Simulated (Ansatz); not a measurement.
# ZnB4: the cost of one run

Program: Ansatz 0.2.0. Level of theory: DFT PBE, scalar-relativistic, plane waves, PAW. These are calculated values, not measurements.

## (1) The starting structure

Symmetry: Pm-3m, No. 221, cubic system. The conventional cell has a = 3.964 Å, b = 3.964 Å, c = 3.964 Å, α = 90.00°, β = 90.00°, γ = 90.00°. Zn (site symmetry m-3m) is surrounded by 6 B at 1.98 Å. B (site symmetry m-3m) has 12 B at 2.80 Å as nearest neighbours. Around B (site symmetry 4/mmm) lie 2 Zn at 1.98 Å.

Structure file:

```cif
data_structure
_symmetry_space_group_name_H-M 'Pm-3m'
_symmetry_Int_Tables_number 221
_cell_length_a 3.9643
_cell_length_b 3.9643
_cell_length_c 3.9643
_cell_angle_alpha 90.000
_cell_angle_beta 90.000
_cell_angle_gamma 90.000
_cell_volume 62.30
loop_
_atom_site_label
_atom_site_type_symbol
_atom_site_symmetry_multiplicity
_atom_site_Wyckoff_symbol
_atom_site_fract_x
_atom_site_fract_y
_atom_site_fract_z
_atom_site_occupancy
Zn1 Zn 1 a 0.00000 0.00000 0.00000 1
B1 B 1 b 0.50000 0.50000 0.50000 1
B2 B 3 d 0.50000 0.00000 0.00000 1
```

The cell was relaxed beforehand at this level, from a generated guess; it is a trial structure. At a tolerance of 0.05 Å it has space group Pm-3m (No. 221); it has 12.46 Å³/atom, an uncorrected energy of +2.65 eV/atom over the elements.

## (2) Bands, states and charges

input.yaml

```yaml
crystal:
  lattice:
    - [3.9642655965, 0.0, 0.0]
    - [0.0, 3.9642655965, 0.0]
    - [0.0, 0.0, 3.9642655965]
  atoms:
    - { symbol: Zn, position: [0.0, 0.0, 0.0] }
    - { symbol: B, position: [0.5, 0.5, 0.5] }
    - { symbol: B, position: [0.5, 0.0, 0.0] }
    - { symbol: B, position: [0.0, 0.5, 0.0] }
    - { symbol: B, position: [0.0, 0.0, 0.5] }
basis:
  ecutwfc: 420
kpoints:
  mp_grid: { grid: [10, 10, 10] }
  band_path:
    path:
      - [[0.0, 0.0, 0.0], [0.0, 0.5, 0.0], [0.5, 0.5, 0.0], [0.0, 0.0, 0.0], [0.5, 0.5, 0.5], [0.0, 0.5, 0.0]]
      - [[0.5, 0.5, 0.5], [0.5, 0.5, 0.0]]
    npoints: 14
hamiltonian:
  xc: pbe
scf:
  occupations: { method: gaussian, width: 0.1 }
  n_extra_bands: 12
output:
  forces: true
  stress: true
  eigenvalues: true
  populations: true
  dos: { projected: true, de: 0.02, nscf_kmesh: { grid: [12, 12, 12] } }
  bader: true
  write_density: true
  write_potential: true
  elf: true
  volumetric_format: npy
```

Started as:

```console
$ ansatz run input.yaml --threads 1 --pin off --max-ram 2560MiB --backend cpu --events-out ev --progress --plain --runs-dir out
```

Q: Estimate wall time and peak memory on 1 thread of Arm Neoverse V2, shared host.

About 67 s, with a peak of 0.35 GiB.
